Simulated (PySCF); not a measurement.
# C4H10Si: the cost of one run

The runs use PySCF 2.14.0, with density-fitted response routines of our own; the level of theory stands in each step. All values are computed, except where a source is named. Atoms count from 0, in the outputs and in this text.

## 1. The molecule as given

15 atoms, charge 0, multiplicity 1; geometry from: PBE0-D3(BJ)/def2-SVP.

Bonds of the start (Å): C0–C1 1.34, C1–C2 1.49, C2–Si3 1.90, Si3–C4 1.88, C0–H5 1.10, C0–H6 1.09, C1–H7 1.10, C2–H8 1.10, C2–H9 1.10, Si3–H10 1.50, Si3–H11 1.50, C4–H12 1.10, C4–H13 1.10, C4–H14 1.10.

## 2. Ultraviolet spectrum: HF/def2-SVPD

The job: settings as JSON, then the geometry in Å.

```
{"job": {"kind": "uv", "xc": "HF", "basis": "def2-SVPD", "ip": true}, "charge": 0, "multiplicity": 1}
C      2.116825    -0.464090    -1.087138
C      1.738148    -0.139739     0.152494
C      0.769792     0.933592     0.520273
Si    -0.933641     0.219714     0.964567
C     -1.671441    -0.691109    -0.500912
H      1.754484     0.088269    -1.960513
H      2.808907    -1.289470    -1.272297
H      2.134377    -0.731436     0.988284
H      0.631921     1.648264    -0.308856
H      1.127440     1.507632     1.392121
H     -1.832258     1.340653     1.391174
H     -0.778072    -0.711758     2.127991
H     -2.639557    -1.145989    -0.242239
H     -0.990030    -1.489169    -0.834082
H     -1.831075    -0.004685    -1.347179
```

Level: TDDFT HF/def2-SVPD, vertical, gas phase, core orbitals frozen in the response.

Run with:

```console
> OMP_NUM_THREADS=1 python probes_run.py task.json out
```

The driver reads the jobs from task.json and runs them one after another.

**Question.** How long does this first job take on 1 thread of Arm Neoverse V1, shared host, and how much memory does it need?

About 19 s, with a peak of 0.71 GiB.
